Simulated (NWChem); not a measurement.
**GeH2SCl (SMILES [SH][GeH][Cl]): levels of theory compared**

Aim: a comparison of 5 runs (UHF/STO-3G, UHF/3-21G, UBP86/6-31G, UB3LYP/6-31G*) of GeH2SCl. 

Program for the calculation: NWChem 7.3.0.

1 further run of the same task is left out (set aside as unsound or not needed).

## (1) The molecule

The species is GeH2SCl (5 atoms), meant as a doublet with charge 0. SMILES: `[SH][GeH][Cl]`. Geometry: relaxed at PBE0-D4/def2-TZVP. This is one conformer, not always the lowest.

Bond lengths: S1–Ge2 2.217 Å, Ge2–Cl3 2.167 Å, S1–H4 1.344 Å, Ge2–H5 1.553 Å. Angles: S1–Ge2–Cl3 110.3°, S1–Ge2–H5 105.8°, Cl3–Ge2–H5 107.3°, Ge2–S1–H4 93.9°.

## (2) Energy and forces at UHF/STO-3G (run 1)

File mol.nw:

```
start mol
title "ClGeH2S"
memory total 2200 mb
charge 0

geometry units angstrom noautosym nocenter noautoz
  S    -1.509900    0.445000    0.252900
  Ge    0.454500   -0.577100    0.354000
  Cl    1.716800    0.052900   -1.291100
  H    -1.733000    0.086400   -1.022600
  H     1.121500   -0.080700    1.665200
end

basis spherical bse
  S library STO-3G
  Ge library STO-3G
  Cl library STO-3G
  H library STO-3G
end

scf
  doublet
  uhf
  thresh 1e-08
  maxiter 80
  print medium
end

task scf gradient
```

The run is started by

```console
$ nwchem mol.nw > mol.out
```

Log:

```text
[...]
  functions       =    38
[...]
  wavefunction    = UHF
[...]
         Total SCF energy =  -2900.717480265466
      One electron energy =  -4712.887597875327
      Two electron energy =   1485.051238161215
 Nuclear repulsion energy =    327.118879448646
                       Sz =      0.5000
                 Sz(Sz+1) =      0.7500
                      S^2 =      0.7541
[...]
                         UHF ENERGY GRADIENTS
    atom               coordinates                        gradient
                 x          y          z           x          y          z
   1 S      -2.853297   0.840928   0.477912   -0.017080   0.012337   0.012889
   2 Ge      0.858880  -1.090561   0.668963   -0.001615  -0.021814  -0.035279
   3 Cl      3.244282   0.099967  -2.439825    0.002613  -0.000360  -0.003897
   4 H      -3.274895   0.163272  -1.932434    0.001419  -0.003691  -0.009601
   5 H       2.119328  -0.152501   3.146772    0.014663   0.013528   0.035888
[...]
```

Wall time 4.8 s (1 thread of Intel Xeon Platinum 8488C (Sapphire Rapids), shared host); peak memory 0.099 GiB.

## (3) Energy and gradient at UHF/3-21G (run 2)

File clgeh2s.nw:

```
start clgeh2s
title "ClGeH2S"
memory stack 880 mb heap 220 mb global 1100 mb
geometry units angstrom noautosym nocenter noautoz
  S       -1.509900       0.445000       0.252900
  Ge       0.454500      -0.577100       0.354000
  Cl       1.716800       0.052900      -1.291100
  H       -1.733000       0.086400      -1.022600
  H        1.121500      -0.080700       1.665200
end
basis spherical bse
  * library 3-21G
end
scf
  doublet
  uhf
  thresh 1e-08
  maxiter 80
end
task scf gradient
```

The run is started by

```console
$ nwchem clgeh2s.nw > clgeh2s.out
```

Log:

```text
[...]
  functions       =    52
[...]
  wavefunction    = UHF
[...]
         Total SCF energy =  -2919.387803181219
      One electron energy =  -4716.697395230128
      Two electron energy =   1470.190712600264
 Nuclear repulsion energy =    327.118879448646
                       Sz =      0.5000
                 Sz(Sz+1) =      0.7500
                      S^2 =      0.7547
[...]
                         UHF ENERGY GRADIENTS
    atom               coordinates                        gradient
                 x          y          z           x          y          z
   1 S      -2.853297   0.840928   0.477912    0.015837  -0.006564   0.002756
   2 Ge      0.858880  -1.090561   0.668963   -0.009938   0.012111  -0.032618
   3 Cl      3.244282   0.099967  -2.439825   -0.016889  -0.007008   0.021526
   4 H      -3.274895   0.163272  -1.932434    0.009158  -0.002631   0.003973
   5 H       2.119328  -0.152501   3.146772    0.001832   0.004092   0.004363
[...]
```

Run time: 6 s. Hardware: 1 thread of Intel Xeon Platinum 8488C (Sapphire Rapids), shared host; peak memory 0.1 GiB.

## (4) Energy and forces at UBP86/6-31G (run 3)

File work.nw:

```
start work
memory stack 880 mb heap 220 mb global 1100 mb

geometry units angstroms noautosym nocenter noautoz
  S    -1.509900    0.445000    0.252900
  Ge    0.454500   -0.577100    0.354000
  Cl    1.716800    0.052900   -1.291100
  H    -1.733000    0.086400   -1.022600
  H     1.121500   -0.080700    1.665200
end

basis spherical bse
  * library 6-31G
end

dft
  xc becke88 perdew86
  mult 2
  grid xfine
  convergence energy 1e-08
  iterations 100
  mulliken
end

task dft gradient
```

The run is started by

```console
$ nwchem work.nw > work.out
```

Log:

```text
[...]
          Wavefunction type:  spin polarized.
          No. of atoms     :     5
          No. of electrons :    67
[...]
          Charge           :     0
          Spin multiplicity:     2
[...]
          AO basis - number of functions:    57
[...]
              XC Information
              --------------
                    Becke 1988 Exchange Functional  1.000
                Perdew 1981 Correlation Functional  1.000 local
                Perdew 1986 Correlation Functional  1.000 non-local
[...]
 d= 0,ls=0.0,diis     1  -2936.4567999737 -3.26D+03  1.72D-02  1.09D-01     2.6
[...]
 d= 0,ls=0.0,diis    11  -2936.5318960475 -7.63D-09  7.11D-07  6.87D-10    22.0
[...]
         Total DFT energy =    -2936.531896047542
      One electron energy =    -4733.163324317285
           Coulomb energy =     1603.674280487261
    Exchange-Corr. energy =     -134.161731666165
 Nuclear repulsion energy =      327.118879448646
[...]
      <S2> =      0.7510 (Exact =     0.7500)
[...]
  wavefunction    = open shell
                         DFT ENERGY GRADIENTS
    atom               coordinates                        gradient
                 x          y          z           x          y          z
   1 S      -2.853297   0.840928   0.477912    0.019609  -0.017199  -0.018966
   2 Ge      0.858880  -1.090561   0.668963   -0.003274   0.025552  -0.025133
   3 Cl      3.244282   0.099967  -2.439825   -0.022039  -0.010203   0.027324
   4 H      -3.274895   0.163272  -1.932434    0.007672   0.004158   0.021653
   5 H       2.119328  -0.152501   3.146772   -0.001970  -0.002308  -0.004877
[...]
```

It took 32 s on 1 thread of Intel Xeon Platinum 8488C (Sapphire Rapids), shared host; peak memory 0.13 GiB.

Run 4 isn't shown in full; the table further down has it.

## (5) Energy and forces at UB3LYP/6-31G(d) (Cartesian functions) (run 5)

File clgeh2s.nw:

```
START clgeh2s
TITLE "ClGeH2S"
memory stack 880 mb heap 220 mb global 1100 mb

GEOMETRY units atomic noautosym nocenter noautoz
  S  -2.85329748  0.84092813  0.47791174
  Ge  0.85888052 -1.09056095  0.66896305
  Cl  3.24428181  0.09996651 -2.43982540
  H  -3.27489537  0.16327234 -1.93243394
  H   2.11932785 -0.15250090  3.14677194
END

BASIS cartesian
  * library 6-31G*
END

DFT
  xc b3lyp
  mult 2
  grid xfine
  convergence energy 1e-08
  maxiter 100
  mulliken
END

TASK dft gradient
```

The run is started by

```console
$ nwchem clgeh2s.nw > clgeh2s.out
```

Log:

```text
[...]
          Wavefunction type:  spin polarized.
          No. of atoms     :     5
          No. of electrons :    67
[...]
          Charge           :     0
          Spin multiplicity:     2
[...]
          AO basis - number of functions:    77
[...]
              XC Information
              --------------
                         B3LYP Method XC Potential
                     Hartree-Fock (Exact) Exchange  0.200
                        Slater Exchange Functional  0.800 local
                    Becke 1988 Exchange Functional  0.720 non-local
              Lee-Yang-Parr Correlation Functional  0.810
                  VWN I RPA Correlation Functional  0.190 local
[...]
 d= 0,ls=0.0,diis     1  -2936.3249766539 -3.26D+03  9.61D-03  3.30D-01     3.7
[...]
 d= 0,ls=0.0,diis    11  -2936.3878919759 -3.73D-09  7.64D-07  6.90D-10    33.6
[...]
         Total DFT energy =    -2936.387891975941
      One electron energy =    -4732.326826115273
           Coulomb energy =     1602.573715961845
    Exchange-Corr. energy =     -133.753637426073
 Nuclear repulsion energy =      327.118855603559
[...]
      <S2> =      0.7525 (Exact =     0.7500)
[...]
  wavefunction    = open shell
                         DFT ENERGY GRADIENTS
    atom               coordinates                        gradient
                 x          y          z           x          y          z
   1 S      -2.853297   0.840928   0.477912    0.007873  -0.005471  -0.003214
   2 Ge      0.858881  -1.090561   0.668963   -0.000066   0.010915  -0.006740
   3 Cl      3.244282   0.099967  -2.439825   -0.007861  -0.003866   0.009202
   4 H      -3.274895   0.163272  -1.932434    0.001581   0.000500   0.003669
   5 H       2.119328  -0.152501   3.146772   -0.001527  -0.002079  -0.002917
[...]
```

Wall time 47 s (1 thread of Intel Xeon Platinum 8488C (Sapphire Rapids), shared host); peak memory 0.13 GiB.

## (6) Overview of the runs

```
run                                level  iteration cap  module   energy (Eh)  dipole moment (D)  HOMO energy (eV)  LUMO energy (eV)  wall time
  1                           UHF/STO-3G             80     scf  -2900.717480               2.70             -6.74              3.56      4.8 s
  2                            UHF/3-21G             80     scf  -2919.387803               2.52             -9.54             -0.41        6 s
  3                          UBP86/6-31G            100     dft  -2936.531896               1.38             -5.65             -4.74       32 s
  4  UB3LYP/6-31G* (spherical functions)            100     dft  -2936.376810               1.24             -6.29             -3.90       43 s
  5  UB3LYP/6-31G* (Cartesian functions)            100     dft  -2936.387892               1.24             -6.29             -3.90       47 s
```

## (7) Summary of results

| quantity | value |
| --- | --- |
| run 5: total energy | -2936.38789 Eh |
| run 5: dipole moment | 1.24 D |
| run 5: HOMO energy (highest over α and β) | -6.29 eV |
| run 5: LUMO energy (lowest over α and β) | -3.90 eV |
| run 5: ⟨S²⟩ | 0.752 |
| run 5: largest force on an atom | 0.660 eV/Å |

The dipole moment (its size) runs from 1.24 D (UB3LYP/6-31G*) to 2.70 D (UHF/STO-3G). The two ends differ in method and basis. Totals of different functionals can't be ranked against each other. In run 1 the basis is minimal, so the values are rough. All runs together took 2.2 min, the longest 47 s.
